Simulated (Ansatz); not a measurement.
Born–Oppenheimer molecular dynamics of a periodic cell of 20 atoms, In8BAs8Cl3 (surface InAs(110), adsorbate BCl3). It goes on from the last frame of an earlier run, with new velocities.

Theory: DFT PBE, scalar-relativistic, plane waves, PAW (Ansatz). Settings: accuracy low, PAW set soft_1, cutoff 420 eV, k mesh 1x2x1, fermi-dirac smearing 0.1 eV, no spin polarisation.

* ensemble: NVT, Langevin thermostat
* time step: 1.5 fs
* steps asked: 230
* set temperature: 1000 K
* friction: 0.05 /fs
* atoms held: 2, 3, 5, 8
* seed: 572693

Frames 3 fs apart, positions in Å.

Velocities at 240 fs (Å/ps):

```
In 4.33 -6.70 0.52
As 0.00 0.00 0.00
In 0.00 0.00 0.00
As 4.62 -3.34 0.06
In 0.00 0.00 0.00
As -1.28 -1.69 -1.99
In -1.32 -1.71 -1.79
As 0.00 0.00 0.00
In -1.10 -3.04 6.17
As 7.03 2.79 -1.83
In -2.44 0.76 0.30
As -2.58 -0.61 -0.39
In -4.77 2.70 3.09
As 1.32 4.46 -3.40
In -1.71 -1.14 -0.16
As 1.77 -3.52 2.64
B 2.15 2.84 10.35
Cl 11.31 -3.48 -5.63
Cl -3.44 -0.90 1.40
Cl 5.88 -3.96 -1.44
```

```xyz
20
Lattice="8.6368 0.0000 0.0000 0.0000 6.1071 0.0000 0.0000 0.0000 19.4776" Properties=species:S:1:pos:R:3 time_fs=240 energy_less_start_eV=0.254 T=1044
In 0.118 4.617 3.284
As 0.000 0.000 1.000
In 2.159 1.527 1.000
As 6.510 3.314 2.987
In 6.478 1.527 1.000
As 2.401 3.309 2.875
In 4.327 4.932 3.413
As 4.318 0.000 1.000
In 4.244 4.776 7.392
As 4.102 0.514 5.569
In 6.311 2.096 5.233
As 1.931 3.753 7.743
In 2.105 2.399 5.617
As 6.315 3.170 7.758
In -0.310 4.887 7.245
As -0.061 0.720 5.144
B 5.566 4.121 11.245
Cl 4.055 4.974 10.866
Cl 5.488 2.375 11.111
Cl 6.950 5.087 11.769
20
Lattice="8.6368 0.0000 0.0000 0.0000 6.1071 0.0000 0.0000 0.0000 19.4776" Properties=species:S:1:pos:R:3 time_fs=243 energy_less_start_eV=0.289 T=1041
In 0.127 4.603 3.285
As 0.000 0.000 1.000
In 2.159 1.527 1.000
As 6.518 3.306 2.983
In 6.478 1.527 1.000
As 2.398 3.300 2.870
In 4.322 4.923 3.408
As 4.318 0.000 1.000
In 4.243 4.767 7.410
As 4.120 0.525 5.559
In 6.308 2.098 5.232
As 1.929 3.752 7.740
In 2.090 2.409 5.625
As 6.322 3.181 7.747
In -0.316 4.886 7.244
As -0.051 0.710 5.155
B 5.584 4.119 11.259
Cl 4.091 4.966 10.843
Cl 5.485 2.365 11.108
Cl 6.967 5.078 11.765
20
Lattice="8.6368 0.0000 0.0000 0.0000 6.1071 0.0000 0.0000 0.0000 19.4776" Properties=species:S:1:pos:R:3 time_fs=246 energy_less_start_eV=0.342 T=1094
In 0.137 4.594 3.282
As 0.000 0.000 1.000
In 2.159 1.527 1.000
As 6.524 3.298 2.971
In 6.478 1.527 1.000
As 2.394 3.288 2.868
In 4.318 4.912 3.402
As 4.318 0.000 1.000
In 4.250 4.765 7.423
As 4.140 0.538 5.549
In 6.305 2.099 5.229
As 1.932 3.751 7.736
In 2.076 2.416 5.635
As 6.328 3.184 7.732
In -0.321 4.884 7.243
As -0.036 0.699 5.164
B 5.610 4.100 11.264
Cl 4.123 4.957 10.819
Cl 5.493 2.342 11.096
Cl 6.974 5.071 11.757
20
Lattice="8.6368 0.0000 0.0000 0.0000 6.1071 0.0000 0.0000 0.0000 19.4776" Properties=species:S:1:pos:R:3 time_fs=249 energy_less_start_eV=0.403 T=785
In 0.146 4.585 3.279
As 0.000 0.000 1.000
In 2.159 1.527 1.000
As 6.527 3.293 2.962
In 6.478 1.527 1.000
As 2.395 3.282 2.872
In 4.310 4.903 3.394
As 4.318 0.000 1.000
In 4.260 4.766 7.434
As 4.158 0.546 5.539
In 6.305 2.101 5.228
As 1.933 3.744 7.734
In 2.065 2.419 5.644
As 6.336 3.188 7.712
In -0.321 4.877 7.242
As -0.018 0.686 5.170
B 5.626 4.102 11.261
Cl 4.149 4.950 10.797
Cl 5.501 2.316 11.089
Cl 6.973 5.058 11.759
20
Lattice="8.6368 0.0000 0.0000 0.0000 6.1071 0.0000 0.0000 0.0000 19.4776" Properties=species:S:1:pos:R:3 time_fs=252 energy_less_start_eV=0.457 T=1029
In 0.148 4.579 3.276
As 0.000 0.000 1.000
In 2.159 1.527 1.000
As 6.527 3.293 2.950
In 6.478 1.527 1.000
As 2.402 3.269 2.880
In 4.304 4.896 3.384
As 4.318 0.000 1.000
In 4.266 4.768 7.438
As 4.173 0.550 5.524
In 6.306 2.109 5.228
As 1.927 3.738 7.736
In 2.057 2.426 5.649
As 6.344 3.184 7.694
In -0.314 4.867 7.243
As -0.001 0.676 5.169
B 5.617 4.091 11.237
Cl 4.166 4.945 10.766
Cl 5.511 2.285 11.081
Cl 6.982 5.038 11.766
20
Lattice="8.6368 0.0000 0.0000 0.0000 6.1071 0.0000 0.0000 0.0000 19.4776" Properties=species:S:1:pos:R:3 time_fs=255 energy_less_start_eV=0.472 T=1043
In 0.146 4.580 3.276
As 0.000 0.000 1.000
In 2.159 1.527 1.000
As 6.521 3.297 2.928
In 6.478 1.527 1.000
As 2.401 3.255 2.886
In 4.302 4.892 3.380
As 4.318 0.000 1.000
In 4.274 4.771 7.439
As 4.189 0.557 5.506
In 6.304 2.115 5.230
As 1.922 3.734 7.736
In 2.051 2.429 5.650
As 6.352 3.181 7.676
In -0.308 4.854 7.242
As 0.009 0.668 5.168
B 5.612 4.059 11.218
Cl 4.183 4.938 10.724
Cl 5.516 2.261 11.083
Cl 6.998 5.012 11.771
20
Lattice="8.6368 0.0000 0.0000 0.0000 6.1071 0.0000 0.0000 0.0000 19.4776" Properties=species:S:1:pos:R:3 time_fs=258 energy_less_start_eV=0.447 T=1128
In 0.141 4.583 3.275
As 0.000 0.000 1.000
In 2.159 1.527 1.000
As 6.511 3.298 2.906
In 6.478 1.527 1.000
As 2.392 3.249 2.892
In 4.298 4.894 3.377
As 4.318 0.000 1.000
In 4.287 4.777 7.446
As 4.204 0.564 5.486
In 6.303 2.118 5.232
As 1.922 3.730 7.736
In 2.051 2.430 5.646
As 6.352 3.176 7.653
In -0.303 4.843 7.232
As 0.005 0.660 5.167
B 5.599 4.017 11.194
Cl 4.202 4.926 10.689
Cl 5.521 2.247 11.101
Cl 7.011 4.977 11.777
20
Lattice="8.6368 0.0000 0.0000 0.0000 6.1071 0.0000 0.0000 0.0000 19.4776" Properties=species:S:1:pos:R:3 time_fs=261 energy_less_start_eV=0.455 T=1248
In 0.142 4.589 3.273
As 0.000 0.000 1.000
In 2.159 1.527 1.000
As 6.511 3.296 2.885
In 6.478 1.527 1.000
As 2.380 3.247 2.896
In 4.298 4.891 3.375
As 4.318 0.000 1.000
In 4.304 4.791 7.455
As 4.213 0.572 5.466
In 6.303 2.117 5.230
As 1.919 3.726 7.731
In 2.050 2.426 5.638
As 6.348 3.171 7.628
In -0.299 4.830 7.220
As 0.005 0.650 5.165
B 5.583 3.970 11.186
Cl 4.222 4.918 10.661
Cl 5.535 2.239 11.128
Cl 7.009 4.941 11.788
20
Lattice="8.6368 0.0000 0.0000 0.0000 6.1071 0.0000 0.0000 0.0000 19.4776" Properties=species:S:1:pos:R:3 time_fs=264 energy_less_start_eV=0.486 T=1133
In 0.142 4.596 3.269
As 0.000 0.000 1.000
In 2.159 1.527 1.000
As 6.511 3.297 2.867
In 6.478 1.527 1.000
As 2.371 3.241 2.900
In 4.301 4.880 3.373
As 4.318 0.000 1.000
In 4.323 4.804 7.464
As 4.221 0.580 5.453
In 6.306 2.112 5.225
As 1.907 3.724 7.727
In 2.054 2.422 5.630
As 6.346 3.164 7.610
In -0.293 4.815 7.212
As 0.007 0.643 5.163
B 5.574 3.941 11.190
Cl 4.242 4.910 10.635
Cl 5.546 2.229 11.165
Cl 7.011 4.907 11.794
20
Lattice="8.6368 0.0000 0.0000 0.0000 6.1071 0.0000 0.0000 0.0000 19.4776" Properties=species:S:1:pos:R:3 time_fs=267 energy_less_start_eV=0.473 T=1318
In 0.135 4.605 3.264
As 0.000 0.000 1.000
In 2.159 1.527 1.000
As 6.510 3.296 2.854
In 6.478 1.527 1.000
As 2.363 3.233 2.905
In 4.304 4.865 3.371
As 4.318 0.000 1.000
In 4.343 4.814 7.470
As 4.224 0.585 5.444
In 6.313 2.111 5.220
As 1.897 3.722 7.724
In 2.054 2.414 5.625
As 6.351 3.144 7.597
In -0.288 4.801 7.205
As 0.008 0.636 5.165
B 5.587 3.928 11.184
Cl 4.266 4.916 10.605
Cl 5.551 2.214 11.215
Cl 6.999 4.877 11.801
20
Lattice="8.6368 0.0000 0.0000 0.0000 6.1071 0.0000 0.0000 0.0000 19.4776" Properties=species:S:1:pos:R:3 time_fs=270 energy_less_start_eV=0.442 T=934
In 0.127 4.614 3.252
As 0.000 0.000 1.000
In 2.159 1.527 1.000
As 6.506 3.300 2.849
In 6.478 1.527 1.000
As 2.360 3.222 2.907
In 4.307 4.857 3.368
As 4.318 0.000 1.000
In 4.360 4.823 7.471
As 4.229 0.587 5.433
In 6.325 2.115 5.213
As 1.892 3.721 7.719
In 2.050 2.407 5.623
As 6.357 3.126 7.599
In -0.288 4.789 7.197
As 0.010 0.630 5.175
B 5.616 3.925 11.176
Cl 4.281 4.923 10.575
Cl 5.562 2.205 11.261
Cl 6.984 4.853 11.798
```

Of the whole run (345 fs, mean temperature of the second half 966 K): A run of 0.34 ps of so small a system gives no equilibrium averages. Limits of this set-up: coarse k mesh, slab without dipole correction, no dispersion correction for a molecule that may bind weakly, low accuracy level.

Time of the run: 37 min on 2 threads of Arm Neoverse V1, on a shared host, peak memory 1.9 GiB.
